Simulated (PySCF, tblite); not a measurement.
# C4H3FN2O: dynamics, then NMR shifts on frames

Aim: move C4H3FN2O (`Oc1cnncc1F`) away from its starting geometry and see how NMR shifts follow the geometry.

The runs use tblite 0.8.0 and PySCF 2.14.0, with density-fitted response routines of our own; the level of theory stands in each step. All values are computed, except where a source is named. Atoms count from 0, in the outputs and in this text.

## (1) The starting structure

11 atoms, charge 0, multiplicity 1; geometry from: GFN2-xTB.

Bonds of the start (Å): O0–C1 1.34, C1–C2 1.41, C2–N3 1.31, N3–N4 1.30, N4–C5 1.32, C5–C6 1.39, C6–F7 1.35, C6–C1 1.39, O0–H8 0.97, C2–H9 1.08, C5–H10 1.08.

## (2) Thermal motion with GFN2-xTB

The job: settings as JSON, then the geometry in Å.

```
{"job": {"kind": "md", "xc": "GFN2-xTB", "basis": "xTB", "temperature": 300, "steps": 2000, "every": 50, "frames": 5}, "charge": 0, "multiplicity": 1}
O      2.093920     0.174871    -0.401745
C      0.788199    -0.063665    -0.223021
C      0.186744    -1.234450    -0.716751
N     -1.088424    -1.501720    -0.560749
N     -1.878949    -0.688829     0.067800
C     -1.415610     0.439356     0.570502
C     -0.080304     0.792582     0.447129
F      0.399655     1.949971     0.960927
H      2.343794     1.020841    -0.001443
H      0.777227    -1.962556    -1.251399
H     -2.120828     1.076269     1.082785
```

With the program's defaults for keys left out, this is: GFN2-xTB Langevin dynamics, gas phase.

The run is started by

```bash
OMP_NUM_THREADS=1 python probes_run.py task.json out
```

This one command runs all jobs of the session in turn.

Standard output:

```text
t/fs     T/K      E/eV
    0.0   263.2   -672.01907
   25.0   199.3   -671.80494
   50.0   219.0   -671.78827
   75.0   208.0   -671.77683
  100.0   235.6   -671.76952
  125.0   270.9   -671.82030
  150.0   309.2   -671.66028
  175.0   395.8   -671.71071
  200.0   273.9   -671.51358
  225.0   363.7   -671.67635
  250.0   274.8   -671.64893
  275.0   232.5   -671.59740
  300.0   430.7   -671.77824
  325.0   423.3   -671.71259
  350.0   381.3   -671.62443
  375.0   357.5   -671.56681
  400.0   272.7   -671.53334
  425.0   263.5   -671.56860
  450.0   402.1   -671.64927
  475.0   311.5   -671.61054
  500.0   357.5   -671.71678
  525.0   331.0   -671.61500
  550.0   245.7   -671.67603
  575.0   205.5   -671.54677
  600.0   168.7   -671.65239
  625.0   285.3   -671.73008
  650.0   277.5   -671.65102
  675.0   248.0   -671.60174
  700.0   198.9   -671.60415
  725.0   191.5   -671.73234
  750.0   207.9   -671.80738
  775.0   287.9   -671.75469
  800.0   329.3   -671.76575
  825.0   304.2   -671.76374
  850.0   273.7   -671.58345
  875.0   227.0   -671.62817
  900.0   247.9   -671.73118
  925.0   249.3   -671.66905
  950.0   249.7   -671.67932
  975.0   344.7   -671.71440
 1000.0   337.8   -671.71403
```

Run time: 23 s. Hardware: 1 thread of Intel Xeon at 2.50GHz, shared host; peak memory 0.18 GiB.

Distance from the start (root mean square after alignment): 0 fs 0.00 Å, 200 fs 0.11 Å, 400 fs 0.14 Å, 600 fs 0.07 Å, 800 fs 0.12 Å, 1000 fs 0.10 Å.

Positions (Å) and forces (eV/Å) at 1000 fs:

```xyz
11

O     1.785   -0.247   -0.445   -2.049   -0.521    0.249
C     0.429   -0.537   -0.217    2.160    1.032    0.170
C    -0.230   -1.581   -0.854   -0.063   -0.577   -0.889
N    -1.538   -1.778   -0.789    1.443   -0.544   -0.814
N    -2.219   -1.077    0.026   -1.366   -0.955   -0.226
C    -1.673   -0.206    0.787    1.198    1.870    1.339
C    -0.322    0.216    0.671   -1.069   -0.185    0.313
F     0.202    1.276    1.367   -0.357   -0.828   -0.488
H     1.961    0.553    0.064    0.304    0.054   -0.003
H     0.350   -2.225   -1.508   -0.208    0.042    0.072
H    -2.350    0.164    1.530    0.008    0.611    0.276
```

## (3) NMR shieldings: 250 fs, PBE0/pcSseg-1

The job: settings as JSON, then the geometry in Å.

```
{"job": {"kind": "nmr", "xc": "PBE0", "basis": "pcSseg-1", "pop": false}, "charge": 0, "multiplicity": 1}
O      1.824100    -0.645900    -0.356800
C      0.491600    -0.694200    -0.131200
C     -0.370800    -1.687100    -0.756600
N     -1.684000    -1.748400    -0.611200
N     -2.277900    -0.915200     0.178000
C     -1.561600     0.113900     0.630400
C     -0.205200     0.256800     0.506600
F      0.353800     1.267100     1.245000
H      2.265300     0.088800     0.072600
H      0.147600    -2.366500    -1.427400
H     -2.159500     0.741600     1.271500
```

Level: GIAO PBE0/pcSseg-1 NMR shielding, non-relativistic, gas phase.

Standard output:

```text
coarse grid: 10504 points
cycle   1  E = -438.0624875350  dE =  1.666e+00  |g| = 6.980e-01  |ddm| = 3.403e+00
cycle   2  E = -437.9430123399  dE =  1.195e-01  |g| = 1.072e+00  |ddm| = 1.590e+00
cycle   3  E = -438.1460740196  dE = -2.031e-01  |g| = 1.241e-01  |ddm| = 1.004e+00
cycle   4  E = -438.1482152904  dE = -2.141e-03  |g| = 7.390e-02  |ddm| = 1.375e-01
cycle   5  E = -438.1494457533  dE = -1.230e-03  |g| = 1.345e-02  |ddm| = 9.167e-02
cycle   6  E = -438.1494821220  dE = -3.637e-05  |g| = 5.669e-03  |ddm| = 1.828e-02
cycle   7  E = -438.1494895408  dE = -7.419e-06  |g| = 1.301e-03  |ddm| = 5.659e-03
final grid: 105744 points
cycle   8  E = -438.2104889676  dE = -2.750e-05  |g| = 9.324e-03  |ddm| = 3.533e-02
cycle   9  E = -438.2104594679  dE =  2.950e-05  |g| = 1.541e-02  |ddm| = 2.171e-02
cycle  10  E = -438.2105060049  dE = -4.654e-05  |g| = 1.375e-03  |ddm| = 1.385e-02
cycle  11  E = -438.2105063987  dE = -3.938e-07  |g| = 6.087e-04  |ddm| = 1.773e-03
cycle  12  E = -438.2105064768  dE = -7.810e-08  |g| = 1.221e-04  |ddm| = 6.631e-04
cycle  13  E = -438.2105064797  dE = -2.870e-09  |g| = 4.422e-05  |ddm| = 1.541e-04
cycle  14  E = -438.2105064801  dE = -4.064e-10  |g| = 1.759e-05  |ddm| = 5.271e-05
converged SCF energy = -438.2105064801

GIAO shielding tensors (ppm)
atom      isotropic    diamagn.    paramagn.     s11        s22        s33       span
  0 O      240.460     387.799    -147.339    183.764    233.042    304.575    120.811
  1 C       36.908     256.468    -219.559    -37.322     20.730    127.317    164.639
  2 C       36.881     249.802    -212.922    -65.672     42.254    134.060    199.731
  3 N     -188.227     321.501    -509.728   -595.469   -205.018    235.804    831.273
  4 N     -177.430     322.221    -499.650   -559.954   -195.144    222.809    782.764
  5 C       37.198     250.900    -213.702    -75.215     47.261    139.547    214.762
  6 C       32.651     252.556    -219.905    -23.559     29.028     92.485    116.043
  7 F      337.160     475.691    -138.532    272.504    338.012    400.964    128.460
  8 H       26.579      32.569      -5.990     17.476     26.524     35.736     18.259
  9 H       22.371      27.882      -5.511     18.605     20.200     28.308      9.703
 10 H       22.524      29.317      -6.794     19.672     19.698     28.201      8.528
```

It took 46 s on 1 thread of Intel Xeon at 2.50GHz, shared host; peak memory 0.71 GiB.

Shifts follow as δ = σ(reference) − σ, with reference shieldings (ppm) from runs at the same level and on the same kind of geometry: 1H TMS 31.72, 13C TMS 186.9, 19F CFCl3 170.9, 15N NH3 267.7, 17O H2O 336.1. The references are single molecules in the gas phase, so shifts against H2O, NH3, PH3, H3PO4 or CFCl3 are not on the usual liquid scales and can be off by tens of ppm. Each atom is listed at this fixed geometry, with no averaging over motion; a spectrum would average atoms that exchange fast.

| atoms | environment | σ (ppm) | δ (ppm) |
| --- | --- | --- | --- |
| C6 | aromatic carbon bearing fluorine | 32.7 | 154.3 |
| C2 | aromatic CH next to a ring nitrogen | 36.9 | 150.0 |
| C1 | aromatic carbon bearing oxygen | 36.9 | 150.0 |
| C5 | aromatic CH next to a ring nitrogen | 37.2 | 149.7 |
| H9 | hydrogen on an aromatic CH next to a ring nitrogen | 22.37 | 9.35 |
| H10 | hydrogen on an aromatic CH next to a ring nitrogen | 22.52 | 9.19 |
| H8 | hydrogen on a phenol-type oxygen | 26.58 | 5.14 |
| O0 | phenol-type oxygen | 240.5 | 95.6 |
| N3 | pyridine-type ring nitrogen | -188.2 | 456.0 |
| N4 | pyridine-type ring nitrogen | -177.4 | 445.2 |
| F7 | aryl fluorine | 337.2 | -166.2 |

Ring of atoms C1, C2, N3, N4, C5, C6: NICS(0) -7.9, NICS(1) -11.0, NICS(1)zz -25.8 ppm (means of both faces).

Orbitals, density, ELF and potential are computed afterwards from the orbital file.

Frontier orbitals at PBE0/pcSseg-1, with the share of their density that lies nearest to each atom:

| orbital | energy (eV) | lies on |
| --- | --- | --- |
| HOMO | -7.13 | N3, N4 about 39 % each; C2, C5 about 6 % each |
| LUMO | -1.37 | C5 25 %; C1, C2 about 18 % each; N4 15 % |

ELF in a plane through or near 11 of the atoms.

Values, 10 rows by 14 columns:
```
0.00 0.00 0.00 0.00 0.00 0.00 0.00 0.00 0.00 0.00 0.00 0.00 0.00 0.00
0.00 0.00 0.00 0.00 0.00 0.00 0.02 0.03 0.01 0.00 0.00 0.00 0.00 0.00
0.00 0.00 0.00 0.02 0.06 0.05 0.72 0.80 0.62 0.09 0.00 0.00 0.00 0.00
0.00 0.00 0.11 0.99 1.00 0.12 0.40 0.75 0.50 0.02 0.83 0.60 0.00 0.00
0.00 0.00 0.01 0.40 0.87 0.25 0.65 0.37 0.55 0.53 0.94 0.45 0.01 0.00
0.00 0.00 0.45 0.85 0.60 0.70 0.04 0.51 0.38 0.74 0.88 0.71 0.07 0.00
0.00 0.00 0.54 0.87 0.64 0.49 0.87 0.74 0.56 0.03 0.15 0.13 0.00 0.00
0.00 0.00 0.00 0.01 0.55 0.97 0.47 0.72 1.00 0.98 0.03 0.00 0.00 0.00
0.00 0.00 0.00 0.00 0.21 0.57 0.06 0.03 0.71 0.24 0.00 0.00 0.00 0.00
0.00 0.00 0.00 0.00 0.00 0.00 0.00 0.00 0.00 0.00 0.00 0.00 0.00 0.00
```
The map spans 10.0 Å across and 9.7 Å up, centred on the molecule. Atoms in the plane (x, y in Å): O0 (2.2, 0.1), C1 (0.8, -0.1), C2 (0.2, -1.4), N3 (-1.1, -1.7), N4 (-1.9, -0.7), C5 (-1.4, 0.6), C6 (-0.1, 0.9), F7 (0.2, 2.2), H8 (2.4, 1.0), H9 (0.9, -2.2), H10 (-2.2, 1.3).

On the surface of density 0.002 e/bohr³ the electrostatic potential runs, from the 1st to the 99th percentile, from -1.84 V near N4 to 3.03 V near H8.

## (4) NMR shieldings: 425 fs, PBE0/pcSseg-1

The job: settings as JSON, then the geometry in Å.

```
{"job": {"kind": "nmr", "xc": "PBE0", "basis": "pcSseg-1", "pop": false}, "charge": 0, "multiplicity": 1}
O      1.829000    -0.518600    -0.479100
C      0.549200    -0.834100    -0.151800
C     -0.199900    -1.947300    -0.728400
N     -1.481100    -2.169500    -0.562600
N     -2.079700    -1.527700     0.449000
C     -1.438100    -0.600400     1.154900
C     -0.102500    -0.191000     0.863900
F      0.538100     0.731800     1.670800
H      2.102100     0.202800     0.107800
H      0.234300    -2.653800    -1.381300
H     -2.096700    -0.146500     1.965700
```

Level: GIAO PBE0/pcSseg-1 NMR shielding, non-relativistic, gas phase.

Standard output:

```text
coarse grid: 10504 points
cycle   1  E = -438.0513673887  dE =  1.463e+00  |g| = 7.208e-01  |ddm| = 3.370e+00
cycle   2  E = -437.8866970727  dE =  1.647e-01  |g| = 1.181e+00  |ddm| = 1.596e+00
cycle   3  E = -438.1430312317  dE = -2.563e-01  |g| = 1.330e-01  |ddm| = 1.060e+00
cycle   4  E = -438.1453486828  dE = -2.317e-03  |g| = 8.553e-02  |ddm| = 1.562e-01
cycle   5  E = -438.1470053685  dE = -1.657e-03  |g| = 1.402e-02  |ddm| = 9.792e-02
cycle   6  E = -438.1470406779  dE = -3.531e-05  |g| = 6.929e-03  |ddm| = 1.837e-02
cycle   7  E = -438.1470518648  dE = -1.119e-05  |g| = 1.431e-03  |ddm| = 6.881e-03
cycle   8  E = -438.1470523289  dE = -4.641e-07  |g| = 5.253e-04  |ddm| = 1.625e-03
final grid: 105744 points
cycle   9  E = -438.2083212712  dE = -2.905e-05  |g| = 9.130e-03  |ddm| = 3.208e-02
cycle  10  E = -438.2082969487  dE =  2.432e-05  |g| = 1.467e-02  |ddm| = 1.961e-02
cycle  11  E = -438.2083375577  dE = -4.061e-05  |g| = 1.257e-03  |ddm| = 1.211e-02
cycle  12  E = -438.2083378575  dE = -2.998e-07  |g| = 6.213e-04  |ddm| = 1.644e-03
cycle  13  E = -438.2083379426  dE = -8.510e-08  |g| = 1.328e-04  |ddm| = 6.596e-04
cycle  14  E = -438.2083379463  dE = -3.743e-09  |g| = 3.022e-05  |ddm| = 1.460e-04
cycle  15  E = -438.2083379465  dE = -1.447e-10  |g| = 1.745e-05  |ddm| = 3.802e-05
converged SCF energy = -438.2083379465

GIAO shielding tensors (ppm)
atom      isotropic    diamagn.    paramagn.     s11        s22        s33       span
  0 O      232.268     389.141    -156.873    177.258    210.883    308.662    131.404
  1 C       34.797     254.779    -219.982    -38.024     15.584    126.832    164.856
  2 C       35.629     247.334    -211.706    -64.957     36.137    135.706    200.663
  3 N     -187.859     321.173    -509.032   -557.716   -233.479    227.619    785.336
  4 N     -192.675     321.482    -514.157   -577.188   -211.390    210.554    787.743
  5 C       34.463     251.323    -216.860    -72.416     44.854    130.951    203.367
  6 C       23.253     252.967    -229.714    -35.784     19.153     86.389    122.172
  7 F      336.015     475.325    -139.310    269.047    325.889    413.110    144.064
  8 H       26.135      32.369      -6.234     16.099     27.546     34.760     18.661
  9 H       22.873      28.514      -5.641     20.002     20.519     28.098      8.095
 10 H       21.464      26.848      -5.383     18.192     19.905     26.297      8.105
```

Wall time 36 s (1 thread of Intel Xeon at 2.50GHz, shared host); peak memory 0.74 GiB.

In short: δ C6 163.7, C5 152.5, C1 152.1, C2 151.3, H10 10.25, H9 8.84 ppm.

(Part 1 of 2 ends here.)
